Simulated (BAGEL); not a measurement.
# HF/STO-3G (density fitting with qzvpp-jkfit) run of B2SiH6S (SMILES BBS[SiH3])

What is the energy change on altering one bond length of B2SiH6S at HF/STO-3G (density fitting with qzvpp-jkfit)? 

The calculation is run with BAGEL 1.2.2.

4 further runs of the same task are left out: 3 that didn't finish, 1 set aside as unsound or not needed.

## 1. The molecule

B2SiH6S: 10 atoms, total charge 0, spin state singlet. SMILES: `BBS[SiH3]`. The coordinates come from a GFN2-xTB relaxation. This is one conformer, not always the lowest.

Bond lengths: B1–B2 1.634 Å, B2–S3 1.785 Å, S3–Si4 2.162 Å, B1–H5 1.173 Å, B1–H6 1.173 Å, B2–H7 1.179 Å, Si4–H8 1.459 Å, Si4–H9 1.454 Å, Si4–H10 1.457 Å. Some angles: B1–B2–S3 122.0°, B2–S3–Si4 105.8°, B1–B2–H7 122.6°, S3–B2–H7 115.4°, B2–B1–H5 122.4°, B2–B1–H6 122.7°, S3–Si4–H8 107.9°, S3–Si4–H9 103.2°, S3–Si4–H10 108.8°, H5–B1–H6 114.8°.

## 2. The energy at HF/STO-3G (density fitting with qzvpp-jkfit)

Input file job.json:

```json
{ "bagel": [

{
  "title": "molecule",
  "basis": "sto-3g",
  "df_basis": "qzvpp-jkfit",
  "angstrom": true,
  "geometry": [
    { "atom": "B", "xyz": [    0.320400,    2.202830,    1.213110 ] },
    { "atom": "B", "xyz": [   -0.037380,    0.908440,    0.282120 ] },
    { "atom": "S", "xyz": [    0.691170,   -0.695650,    0.570120 ] },
    { "atom": "Si", "xyz": [   -0.158440,   -2.005300,   -0.926110 ] },
    { "atom": "H", "xyz": [    1.224640,    2.913910,    0.981760 ] },
    { "atom": "H", "xyz": [   -0.325400,    2.512860,    2.142240 ] },
    { "atom": "H", "xyz": [   -0.780240,    0.969730,   -0.631150 ] },
    { "atom": "H", "xyz": [   -1.442900,   -2.482940,   -0.426700 ] },
    { "atom": "H", "xyz": [    0.830130,   -3.065240,   -1.038370 ] },
    { "atom": "H", "xyz": [   -0.321970,   -1.258640,   -2.167010 ] }
  ]
},
{
  "title": "hf"
},
{
  "title": "print",
  "file": "orbitals.molden",
  "orbitals": true
}

]}
```

Launch:

```
$ BAGEL_NUM_THREADS=1 BAGEL job.json > job.out
```

Output:

```text
* using 1 threads per process

  ===============================================================
  ===============================================================

  *** Geometry ***

  { "atom" : "B", "xyz" : [      0.605468,      4.162745,      2.292446 ] },
  { "atom" : "B", "xyz" : [     -0.070638,      1.716703,      0.533130 ] },
  { "atom" : "S", "xyz" : [      1.306122,     -1.314588,      1.077371 ] },
  { "atom" : "Si", "xyz" : [     -0.299408,     -3.789468,     -1.750094 ] },
  { "atom" : "H", "xyz" : [      2.314234,      5.506492,      1.855258 ] },
  { "atom" : "H", "xyz" : [     -0.614917,      4.748617,      4.048247 ] },
  { "atom" : "H", "xyz" : [     -1.474440,      1.832524,     -1.192701 ] },
  { "atom" : "H", "xyz" : [     -2.726686,     -4.692077,     -0.806346 ] },
  { "atom" : "H", "xyz" : [      1.568718,     -5.792464,     -1.962235 ] },
  { "atom" : "H", "xyz" : [     -0.608435,     -2.378485,     -4.095055 ] },

  Number of auxiliary basis functions:      514

  Since a DF basis is specified, we compute 2- and 3-index integrals:
    o Being stored without compression. Storage requirement is 0.005 GB

  Number of basis functions:       34
  Number of electrons      :       46

    * METHOD: MOLECULE                             0.21

  *** RHF ***

  === Nuclear Repulsion ===
   173.1704899094

      * DIIS with orbital gradients will be used.

  === RHF iteration (sto-3g) ===
      0       -730.97033261          0.01057569           0.03
      1       -731.03116934          0.00299395           0.02
      2       -731.03573200          0.00086455           0.03
      3       -731.03619540          0.00013295           0.02
      4       -731.03621073          0.00005616           0.02
      5       -731.03621446          0.00001060           0.02
      6       -731.03621458          0.00000246           0.02
      7       -731.03621458          0.00000046           0.02
      8       -731.03621458          0.00000019           0.02
      9       -731.03621458          0.00000008           0.02
     10       -731.03621458          0.00000002           0.02
     11       -731.03621458          0.00000000           0.02
    * SCF iteration converged.

    * Permanent dipole moment:
           (    0.248020,     0.449654,     0.455014) a.u.

    * METHOD: HF                                   0.39

    * METHOD: PRINT                                0.00

  ===============================================================
```

Wall time 0.72 s (1 thread of Arm Neoverse V1, shared host); peak memory 0.081 GiB.

## 3. The distorted shape at the same level

Input file input.json:

```json
{ "bagel": [

{
  "title": "molecule",
  "basis": "sto-3g",
  "df_basis": "qzvpp-jkfit",
  "angstrom": true,
  "geometry": [
    { "atom": "B", "xyz": [   -0.470440,    3.050765,    1.302916 ] },
    { "atom": "B", "xyz": [   -0.828220,    1.756375,    0.371926 ] },
    { "atom": "S", "xyz": [   -0.099670,    0.152285,    0.659926 ] },
    { "atom": "Si", "xyz": [   -0.949280,   -1.157365,   -0.836304 ] },
    { "atom": "H", "xyz": [    0.433800,    3.761845,    1.071566 ] },
    { "atom": "H", "xyz": [   -1.116240,    3.360795,    2.232046 ] },
    { "atom": "H", "xyz": [   -1.571080,    1.817665,   -0.541344 ] },
    { "atom": "H", "xyz": [   -2.233740,   -1.635005,   -0.336894 ] },
    { "atom": "H", "xyz": [    0.830130,   -3.065240,   -1.038370 ] },
    { "atom": "H", "xyz": [   -1.112810,   -0.410705,   -2.077204 ] }
  ]
},
{ "title": "hf" },
{ "title": "print", "file": "orbitals.molden", "orbitals": true }

]}
```

Launch:

```
$ BAGEL_NUM_THREADS=1 BAGEL input.json > input.out
```

Output:

```text
* using 1 threads per process

  ===============================================================
  ===============================================================

  *** Geometry ***

  { "atom" : "B", "xyz" : [     -0.889003,      5.765110,      2.462154 ] },
  { "atom" : "B", "xyz" : [     -1.565109,      3.319068,      0.702838 ] },
  { "atom" : "S", "xyz" : [     -0.188349,      0.287777,      1.247079 ] },
  { "atom" : "Si", "xyz" : [     -1.793879,     -2.187103,     -1.580386 ] },
  { "atom" : "H", "xyz" : [      0.819763,      7.108857,      2.024966 ] },
  { "atom" : "H", "xyz" : [     -2.109388,      6.350982,      4.217956 ] },
  { "atom" : "H", "xyz" : [     -2.968911,      3.434889,     -1.022992 ] },
  { "atom" : "H", "xyz" : [     -4.221157,     -3.089712,     -0.636637 ] },
  { "atom" : "H", "xyz" : [      1.568718,     -5.792464,     -1.962235 ] },
  { "atom" : "H", "xyz" : [     -2.102906,     -0.776120,     -3.925347 ] },

  Number of auxiliary basis functions:      514

  Since a DF basis is specified, we compute 2- and 3-index integrals:
    o Being stored without compression. Storage requirement is 0.005 GB

  Number of basis functions:       34
  Number of electrons      :       46

    * METHOD: MOLECULE                             0.21

  *** RHF ***

  === Nuclear Repulsion ===
   169.8505366588

      * DIIS with orbital gradients will be used.

  === RHF iteration (sto-3g) ===
      0       -730.64350162          0.01494531           0.03
      1       -730.75923684          0.00824753           0.03
      2       -730.79573266          0.00133428           0.03
      3       -730.79687465          0.00027641           0.03
      4       -730.79691782          0.00007663           0.03
      5       -730.79692350          0.00002818           0.02
      6       -730.79692443          0.00000467           0.02
      7       -730.79692445          0.00000134           0.02
      8       -730.79692445          0.00000033           0.03
      9       -730.79692445          0.00000012           0.02
     10       -730.79692445          0.00000004           0.03
     11       -730.79692445          0.00000001           0.03
     12       -730.79692445          0.00000000           0.03
    * SCF iteration converged.

    * Permanent dipole moment:
           (    0.515705,     0.047830,     0.365865) a.u.

    * METHOD: HF                                   0.43

    * METHOD: PRINT                                0.00

  ===============================================================
```

Wall time 0.76 s (1 thread of Arm Neoverse V1, shared host); peak memory 0.081 GiB.

## 4. What came out

Level: HF/STO-3G (density fitting with qzvpp-jkfit).

```
                                                          quantity          value
                                         first shape: total energy  -731.03621 Eh
                                        first shape: dipole moment         1.74 D
                                          first shape: HOMO energy       -7.49 eV
                                          first shape: LUMO energy        6.75 eV
                                        first shape: HOMO–LUMO gap       14.23 eV
                                     distorted shape: total energy  -730.79692 Eh
                                    distorted shape: dipole moment         1.61 D
                                      distorted shape: HOMO energy       -6.12 eV
                                      distorted shape: LUMO energy        3.70 eV
                                    distorted shape: HOMO–LUMO gap        9.83 eV
energy change with the Si4–H9 bond stretched from 1.454 to 2.617 Å       6.511 eV
```

In words: One bond (distorted shape) is far stretched, which a spin-restricted single reference describes badly; a broken-symmetry solution may lie lower. With the Si4–H9 bond stretched from 1.454 to 2.617 Å the energy rises by 6.51 eV (628 kJ/mol). The first shape isn't relaxed at this level, so the change isn't measured from a minimum. A restricted reference can't describe the breaking bond well at this length. The minimal basis adds a large error of its own.
